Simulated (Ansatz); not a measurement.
**ZnH+: basis-set convergence**

How large a basis does ZnH+ need? Two functionals are run in growing sets.

Computed with Ansatz 0.2.0, Gaussian basis. Level: one geometry, several basis sets.

Levels to be run: PBE0-D4/def2-SVP; ωB97M-V/def2-SVP; PBE0-D4/def2-QZVPP; ωB97M-V/def2-QZVPP; the functionals' def2-TZVPP values are taken from earlier runs.

## 1. The geometry

All runs share one geometry, relaxed beforehand with PBE0-D4 in a triple-zeta def2 set.

SMILES `[ZnH+]`, 2 atoms, charge 1, spin multiplicity 1.

Atoms are counted from 1 here; the program's logs count them from 0.

Bond lengths: Zn1–H2 1.535 Å.

## 2. PBE0-D4 in def2-SVP

The input, in.yaml:

```yaml
crystal:
  periodic: [false, false, false]
  atoms:
    - {symbol: Zn, position_ang: [0.655111, -0.216222, 0.336363]}
    - {symbol: H, position_ang: [-0.655111, 0.216222, -0.336363]}
basis:
  gaussian: {orbitals: def2-SVP}
total_charge: 1
hamiltonian: {xc: pbe0, dispersion: d4}
output: {orbitals: {seedname: orbitals}}
```

Run with:

```sh
$ ansatz run in.yaml --threads 2 --pin off --events-out ev --progress --plain --max-ram 32768MiB --backend cpu
```

Further steps of the session: ωB97M-V in def2-SVP; PBE0-D4 in def2-QZVPP; ωB97M-V in def2-QZVPP.

Q: Predict the results of all the runs planned. Wanted: PBE0-D4: double and triple zeta above quadruple; ωB97M-V: double and triple zeta above quadruple.

As calculated:

```
                                       quantity          value
PBE0-D4: double and triple zeta above quadruple  8.13, 1.18 eV
ωB97M-V: double and triple zeta above quadruple  8.08, 1.15 eV
```

**Reading.** PBE0-D4 gains 6.95 eV from double to triple zeta, then 1.18 eV more. Total energies overstate the basis error of differences, where much of it tends to cancel.
